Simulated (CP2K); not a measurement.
# SiSe (P-6m2) in CP2K: settings compared

Aim: see how the results for SiSe move with the level of theory and the settings. Levels: PBE, LDA. Tasks: band structure.

Program: CP2K 2026.2. These are calculated values, not measurements. Logs are shortened: lines on timing, memory, paths and dates and some standing lists are left out, and cuts for length are marked.

## (1) Starting point

It takes space group P-6m2 (No. 187, hexagonal). The conventional cell has a = 3.595 Å, b = 3.595 Å, c = 3.599 Å, α = 90.00°, β = 90.00°, γ = 120.00°. Si (site symmetry -6m2) has 6 Se at 2.75 Å as nearest neighbours. Se (site symmetry -6m2) has 6 Si at 2.75 Å as nearest neighbours.

The cell was built by a generator and needn't be a form met in nature.

## (2) Band structure, PBE

Contents of sise_bands.inp:

```
&GLOBAL
  PROJECT sise_bands
  RUN_TYPE ENERGY_FORCE
  PRINT_LEVEL LOW
&END GLOBAL
&FORCE_EVAL
  METHOD QS
  STRESS_TENSOR ANALYTICAL
  &DFT
    BASIS_SET_FILE_NAME BASIS_MOLOPT_UZH
    POTENTIAL_FILE_NAME POTENTIAL_UZH
    &MGRID
      CUTOFF 675
      REL_CUTOFF 60
      NGRIDS 5
    &END MGRID
    &QS
      METHOD GPW
      EPS_DEFAULT 1.0E-10
    &END QS
    &KPOINTS
      SCHEME MONKHORST-PACK 9 9 7
      GAMMA_CENTERED T
      SYMMETRY T
      SYMMETRY_BACKEND SPGLIB
    &END KPOINTS
    &SCF
      SCF_GUESS ATOMIC
      EPS_SCF 1.0E-6
      MAX_SCF 100
      ADDED_MOS 10
      CHOLESKY OFF
      EPS_EIGVAL 1.0E-7
      &DIAGONALIZATION ON
        ALGORITHM STANDARD
      &END DIAGONALIZATION
      &MIXING ON
        METHOD BROYDEN_MIXING
        ALPHA 0.4
        BETA 1.5
        NBUFFER 8
      &END MIXING
      &SMEAR ON
        METHOD FERMI_DIRAC
        ELECTRONIC_TEMPERATURE [K] 580.226
      &END SMEAR
    &END SCF
    &XC
      &XC_FUNCTIONAL
        &GGA_X_PBE
        &END GGA_X_PBE
        &GGA_C_PBE
        &END GGA_C_PBE
      &END XC_FUNCTIONAL
    &END XC
    &PRINT
      &KPOINTS ON
      &END KPOINTS
      &MULLIKEN ON
      &END MULLIKEN
      &MO ON
        ENERGIES T
        OCCUPATION_NUMBERS T
        &EACH
          QS_SCF 0
        &END EACH
        ADD_LAST NUMERIC
      &END MO
      &BAND_STRUCTURE
        FILE_NAME bands.bs
        ADDED_MOS 4
        &KPOINT_SET
          UNITS B_VECTOR
          NPOINTS 6
          SPECIAL_POINT GAMMA 0.00000000 0.00000000 0.00000000
          SPECIAL_POINT M 0.50000000 0.00000000 0.00000000
          SPECIAL_POINT K 0.33333333 0.33333333 0.00000000
          SPECIAL_POINT GAMMA 0.00000000 0.00000000 0.00000000
          SPECIAL_POINT A 0.00000000 0.00000000 0.50000000
          SPECIAL_POINT L 0.50000000 0.00000000 0.50000000
          SPECIAL_POINT H 0.33333333 0.33333333 0.50000000
          SPECIAL_POINT A 0.00000000 0.00000000 0.50000000
        &END KPOINT_SET
        &KPOINT_SET
          UNITS B_VECTOR
          NPOINTS 6
          SPECIAL_POINT L 0.50000000 0.00000000 0.50000000
          SPECIAL_POINT M 0.50000000 0.00000000 0.00000000
        &END KPOINT_SET
        &KPOINT_SET
          UNITS B_VECTOR
          NPOINTS 6
          SPECIAL_POINT K 0.33333333 0.33333333 0.00000000
          SPECIAL_POINT H 0.33333333 0.33333333 0.50000000
        &END KPOINT_SET
      &END BAND_STRUCTURE
    &END PRINT
  &END DFT
  &SUBSYS
    &CELL
      A 3.5952000000 0.0000000000 0.0000000000
      B -1.7976000000 3.1135300000 0.0000000000
      C 0.0000000000 0.0000000000 3.5987300000
      PERIODIC XYZ
    &END CELL
    &COORD
      Si  1.7976179760 1.0378329549 1.7993650000
      Se  0.0000000000 0.0000000000 0.0000000000
    &END COORD
    &KIND Si
      BASIS_SET TZVP-MOLOPT-PBE-GTH-q4
      POTENTIAL GTH-PBE-q4
    &END KIND
    &KIND Se
      BASIS_SET TZVP-MOLOPT-PBE-GTH-q6
      POTENTIAL GTH-PBE-q6
    &END KIND
    &PRINT
      &ATOMIC_COORDINATES ON
      &END ATOMIC_COORDINATES
      &CELL ON
      &END CELL
      &SYMMETRY ON
      &END SYMMETRY
    &END PRINT
  &END SUBSYS
  &PRINT
    &FORCES ON
    &END FORCES
    &STRESS_TENSOR ON
    &END STRESS_TENSOR
  &END PRINT
&END FORCE_EVAL
```

Potentials or basis: POTENTIAL_UZH Si GTH-PBE-q4, Se GTH-PBE-q6; TZVP-MOLOPT-PBE-GTH basis.

Started as:

```bash
> OMP_NUM_THREADS=1 cp2k.psmp -i sise_bands.inp -o sise_bands.out
```

sise_bands.out:

```text

 CP2K| version string:                                       CP2K version 2026.2
 CP2K| Input file name                                            sise_bands.inp

 GLOBAL| Force Environment number                                              1
 GLOBAL| Basis set file name                                    BASIS_MOLOPT_UZH
 GLOBAL| Potential file name                                       POTENTIAL_UZH
 GLOBAL| MM Potential file name                                     MM_POTENTIAL
 GLOBAL| Coordinate file name                                      __STD_INPUT__
 GLOBAL| Method name                                                        CP2K
 GLOBAL| Project name                                                 sise_bands
 GLOBAL| Run type                                                   ENERGY_FORCE
 GLOBAL| FFT library                                                       FFTW3
[... 8 lines left out ...]
 GLOBAL| CPU model name                                                  UNKNOWN

 CELL| Volume [angstrom^3]:                                            40.283331
 CELL| Vector a [angstrom]:       3.595     0.000     0.000   |a| =     3.595200
 CELL| Vector b [angstrom]:      -1.798     3.114     0.000   |b| =     3.595196
 CELL| Vector c [angstrom]:       0.000     0.000     3.599   |c| =     3.598730
 CELL| Angle (b,c), alpha [degree]:                                    90.000000
 CELL| Angle (a,c), beta  [degree]:                                    90.000000
 CELL| Angle (a,b), gamma [degree]:                                   120.000036
 CELL| Numerically orthorhombic:                                              NO
 CELL| Periodicity                                                           XYZ

 CELL_REF| Volume [angstrom^3]:                                        40.283331
 CELL_REF| Vector a [angstrom     3.595     0.000     0.000   |a| =     3.595200
 CELL_REF| Vector b [angstrom    -1.798     3.114     0.000   |b| =     3.595196
 CELL_REF| Vector c [angstrom     0.000     0.000     3.599   |c| =     3.598730
 CELL_REF| Angle (b,c), alpha [degree]:                                90.000000
 CELL_REF| Angle (a,c), beta  [degree]:                                90.000000
 CELL_REF| Angle (a,b), gamma [degree]:                               120.000036
 CELL_REF| Numerically orthorhombic:                                          NO
 CELL_REF| Periodicity                                                       XYZ
[... 12 lines left out ...]
                             - Atoms:                                          2
                             - Shell sets:                                     2
                             - Shells:                                        14
                             - Primitive Cartesian functions:                  8
                             - Cartesian basis functions:                     36
                             - Spherical basis functions:                     34

  Maximum angular momentum of- Orbital basis functions:                        2
                             - Local part of the GTH pseudopotential:          0
                             - Non-local part of the GTH pseudopotential:      4

 MODULE QUICKSTEP: ATOMIC COORDINATES IN ANGSTROM

   Atom Kind Element         X             Y             Z       Z(eff)     Mass
      1    1 Si   14      1.797618      1.037833      1.799365   4.0000  28.0855
      2    2 Se   34      0.000000      0.000000      0.000000   6.0000  78.9600

 Crystal Symmetry Information
       International Symbol:                                               P-6m2
       Point Group Symbol:                                                  -6m2
       Schoenflies Symbol:                                                 D3h^1
       Number of Symmetry Operations:                                         12

 SCF PARAMETERS         Density guess:                                    ATOMIC
                        --------------------------------------------------------
                        max_scf:                                             100
[... 7 lines left out ...]
                        --------------------------------------------------------
                        level_shift [a.u.]:                             0.000000
                        added MOs                                        10    0
                        --------------------------------------------------------
                        Mixing method:                            BROYDEN_MIXING
[... 11 lines left out ...]
 *******************************************************************************
 BRILLOUIN| K-point scheme                                        Monkhorst-Pack
 BRILLOUIN| K-Point grid                                             9    9    7
 BRILLOUIN| Gamma-centered k-point mesh                                     ON
[... 66 lines left out ...]
     4 Broy./Diag. 0.40E+00    1.7     0.01116667       -13.3605483563 -3.18E-02
     5 Broy./Diag. 0.40E+00    1.7     0.00509910       -13.3402790242  2.03E-02
     6 Broy./Diag. 0.40E+00    1.7     0.00184604       -13.3414403911 -1.16E-03
     7 Broy./Diag. 0.40E+00    1.8     0.00074962       -13.3409797715  4.61E-04
     8 Broy./Diag. 0.40E+00    1.8     0.00044959       -13.3437141717 -2.73E-03
     9 Broy./Diag. 0.40E+00    1.8     0.00006447       -13.3441118904 -3.98E-04
    10 Broy./Diag. 0.40E+00    1.7     0.00004472       -13.3442486020 -1.37E-04
    11 Broy./Diag. 0.40E+00    1.8     0.00000572       -13.3442340807  1.45E-05
    12 Broy./Diag. 0.40E+00    1.8     0.00000479       -13.3442281992  5.88E-06
    13 Broy./Diag. 0.40E+00    1.8     0.00000093       -13.3442266749  1.52E-06

  *** SCF run converged in    13 steps ***

  Electronic density on regular grids:        -10.0000000000        0.0000000000
  Core density on regular grids:                9.9999999981       -0.0000000019
  Total charge density on r-space grids:       -0.0000000018
  Total charge density g-space grids:          -0.0000000018

  Overlap energy of the core charge distribution:               0.00000000000037
  Self energy of the core charge distribution:                -30.15380963008206
  Core Hamiltonian energy:                                      6.56532592119718
  Hartree energy:                                              13.47957914216155
  Exchange-correlation energy:                                 -3.23506209174001
  Electronic entropic energy:                                  -0.00026001661786
  Fermi energy:                                                 0.23869890859652

  Total energy:                                               -13.34422667494466
  Total energy (extrapolated to T->0):                        -13.34409666663573

 MO| EIGENVALUES AND OCCUPATION NUMBERS FOR K POINT 1
 MO|
 MO|  Index      Eigenvalue [a.u.]        Eigenvalue [eV]             Occupation
 MO|      1              -0.238608              -6.492845               2.000000
 MO|      2              -0.029549              -0.804080               2.000000
 MO|      3               0.009664               0.262984               2.000000
 MO|      4               0.055820               1.518946               2.000000
 MO|      5               0.136115               3.703876               2.000000
 MO|      6               0.236898               6.446316               1.454308
 MO|      7               0.353543               9.620385               0.000000
 MO|      8               0.404634              11.010660               0.000000
 MO|      9               0.642754              17.490235               0.000000
 MO|     10               0.657539              17.892553               0.000000
 MO|     11               0.781330              21.261058               0.000000
 MO|     12               0.792546              21.566272               0.000000
 MO|     13               0.822195              22.373053               0.000000
[... 271 lines left out ...]
 MO|      5               0.124781               3.395472               2.000000
 MO|      6               0.282234               7.679979               0.000000
 MO|      7               0.321175               8.739616               0.000000
 MO|      8               0.433123              11.785866               0.000000
 MO|      9               0.560772              15.259380               0.000000
 MO|     10               0.635838              17.302020               0.000000
 MO|     11               0.715707              19.475372               0.000000
 MO|     12               0.741346              20.173061               0.000000
 MO|     13               0.815316              22.185878               0.000000
 MO|     14               0.878092              23.894094               0.000000
 MO|     15               0.888620              24.180593               0.000000
 MO| Sum:                                                              10.000000
 MO| E(Fermi):            0.238699 a.u.          6.495328 eV
 MO| Band gap:            0.157453 a.u.          4.284507 eV

 [... the levels of further k-points ...]

 !-----------------------------------------------------------------------------!
                     Mulliken Population Analysis

 #  Atom  Element  Kind  Atomic population                           Net charge
       1     Si       1          3.827858                              0.172142
       2     Se       2          6.172142                             -0.172142
 # Total charge                             10.000000                  0.000000

 !-----------------------------------------------------------------------------!

 KPOINTS| Band Structure Calculation
 KPOINTS| Number of k-point sets                                               3
 KPOINTS| Number of added MOs/bands                                            4
 KPOINTS| Number of k-points in set    1                                      43
 KPOINTS| In units of b-vector [2pi/Bohr]
 KPOINTS| Special point     1       GAMMA     0.000000     0.000000     0.000000
 KPOINTS| Special point     2           M     0.500000     0.000000     0.000000
 KPOINTS| Special point     3           K     0.333333     0.333333     0.000000
 KPOINTS| Special point     4       GAMMA     0.000000     0.000000     0.000000
 KPOINTS| Special point     5           A     0.000000     0.000000     0.500000
 KPOINTS| Special point     6           L     0.500000     0.000000     0.500000
 KPOINTS| Special point     7           H     0.333333     0.333333     0.500000
 KPOINTS| Special point     8           A     0.000000     0.000000     0.500000
 KPOINTS| Number of k-points in set    2                                       7
 KPOINTS| In units of b-vector [2pi/Bohr]
 KPOINTS| Special point     1           L     0.500000     0.000000     0.500000
 KPOINTS| Special point     2           M     0.500000     0.000000     0.000000
 KPOINTS| Number of k-points in set    3                                       7
 KPOINTS| In units of b-vector [2pi/Bohr]
 KPOINTS| Special point     1           K     0.333333     0.333333     0.000000
 KPOINTS| Special point     2           H     0.333333     0.333333     0.500000

 ENERGY| Total FORCE_EVAL ( QS ) energy [hartree]            -13.344227407642622

 FORCES| Atomic forces [hartree/bohr]
 FORCES|   Atom     x               y               z               |f|
 FORCES|      1 -4.95904017E-07  2.77399772E-07 -1.89561251E-15   5.68217765E-07
 FORCES|      2  4.95569302E-07 -2.77199043E-07  1.06016235E-16   5.67827653E-07
 FORCES| Sum    -3.34714941E-10  2.00729017E-10 -1.78959628E-15
 FORCES| Total atomic force                                       3.90289931E-10

 STRESS| Analytical stress tensor [bar]
 STRESS|                        x                   y                   z
 STRESS|      x        6.63885905031E+03  -2.41798082102E-01   1.17486486353E-09
 STRESS|      y       -2.41798082102E-01   6.63810120738E+03  -5.04249373394E-09
 STRESS|      z        1.17486486353E-09  -5.04249373394E-09   1.09274704766E+04
 STRESS| 1/3 Trace                                             8.06814357810E+03
 STRESS| Determinant                                           4.81567266509E+11

 STRESS| Eigenvectors and eigenvalues of the analytical stress tensor [bar]
 STRESS|                        1                   2                   3
 STRESS| Eigenvalues   6.63803063158E+03   6.63892962611E+03   1.09274704766E+04
 STRESS|      x           0.280187898306      0.959945176374      0.000000000000
 STRESS|      y           0.959945176374     -0.280187898306     -0.000000000001
 STRESS|      z           0.000000000001     -0.000000000001      1.000000000000
```

Run time: 26 s. Hardware: 1 thread of Arm Neoverse V2, shared host; peak memory 0.31 GiB.

What came out:

* Free energy: -363.1149 eV
* Pressure: 0.8 GPa
* Band gap on the k mesh: none (metal or under the smearing width)
* Mulliken charges: Si +0.17; Se -0.17 e

Levels at the corners of the path, in eV from the Fermi level:
```csv
point,band 3,band 4,band 5,band 6,band 7,band 8
Γ,-3.79,-1.86,-1.86,2.85,2.85,4.48
M,-3.46,-2.03,-1.91,1.84,1.92,4.75
K,-5.95,-1.67,1.17,1.25,1.58,3.81
Γ,-3.79,-1.86,-1.86,2.85,2.85,4.48
A,-0.78,-0.78,1.44,2.05,2.63,2.63
L,-6.16,-5.45,-1.99,0.88,2.66,2.68
H,-6.07,-5.80,-4.07,-2.07,5.81,6.36
A,-0.78,-0.78,1.44,2.05,2.63,2.63
L,-6.16,-5.45,-1.99,0.88,2.66,2.68
M,-3.46,-2.03,-1.91,1.84,1.92,4.75
K,-5.95,-1.67,1.17,1.25,1.58,3.81
H,-6.07,-5.80,-4.07,-2.07,5.81,6.36
```

Caveat: Mulliken charges move with the basis; the basis of atomic orbitals isn't converged, which shifts pressures, moduli and gaps.

## (3) Band structure, LDA

Changes to sise_bands.inp since step 2:

```diff
@@ -49,6 +49,6 @@
       &XC_FUNCTIONAL
-        &GGA_X_PBE
-        &END GGA_X_PBE
-        &GGA_C_PBE
-        &END GGA_C_PBE
+        &LDA_X
+        &END LDA_X
+        &LDA_C_PW
+        &END LDA_C_PW
       &END XC_FUNCTIONAL
```

Potentials or basis: POTENTIAL_UZH Si GTH-PBE-q4, Se GTH-PBE-q6; TZVP-MOLOPT-PBE-GTH basis.

Started as:

```bash
> OMP_NUM_THREADS=1 cp2k.psmp -i sise_bands.inp -o sise_bands.out
```

Run time: 26 s. Hardware: 1 thread of Arm Neoverse V2, shared host; peak memory 0.31 GiB.

Results (log left out):

```
Free energy            : -362.5024 eV
Pressure               : -1.4 GPa
Band gap on the k mesh : none (metal or under the smearing width)
Mulliken charges       : Si +0.20; Se -0.20 e
```

Stress tensor (GPa, compression positive):
```
-1.65  0.00  0.00
 0.00 -1.65  0.00
 0.00  0.00 -0.82
```

Levels at the corners of the path, in eV from the Fermi level:
```csv
point,band 1,band 2,band 3,band 4,band 5,band 6,band 7,band 8,band 9,band 10
Γ,-15.36,-4.79,-3.80,-1.83,-1.83,2.86,2.86,4.37,6.73,10.02
M,-13.78,-8.91,-3.46,-2.02,-1.92,1.84,1.94,4.67,5.44,10.06
K,-13.51,-8.73,-6.02,-1.66,1.17,1.31,1.58,3.83,8.06,8.29
Γ,-15.36,-4.79,-3.80,-1.83,-1.83,2.86,2.86,4.37,6.73,10.02
A,-14.15,-10.03,-0.75,-0.75,1.41,2.10,2.67,2.67,8.64,8.64
L,-12.94,-7.34,-6.22,-5.47,-1.99,0.90,2.57,2.66,11.53,11.89
H,-12.76,-6.17,-6.11,-5.85,-4.14,-2.12,5.87,6.43,10.90,12.27
A,-14.15,-10.03,-0.75,-0.75,1.41,2.10,2.67,2.67,8.64,8.64
L,-12.94,-7.34,-6.22,-5.47,-1.99,0.90,2.57,2.66,11.53,11.89
M,-13.78,-8.91,-3.46,-2.02,-1.92,1.84,1.94,4.67,5.44,10.06
K,-13.51,-8.73,-6.02,-1.66,1.17,1.31,1.58,3.83,8.06,8.29
H,-12.76,-6.17,-6.11,-5.85,-4.14,-2.12,5.87,6.43,10.90,12.27
```

Caveat: Mulliken charges move with the basis; the potentials were made for another functional, which shifts forces and pressure; the basis of atomic orbitals isn't converged, which shifts pressures, moduli and gaps.
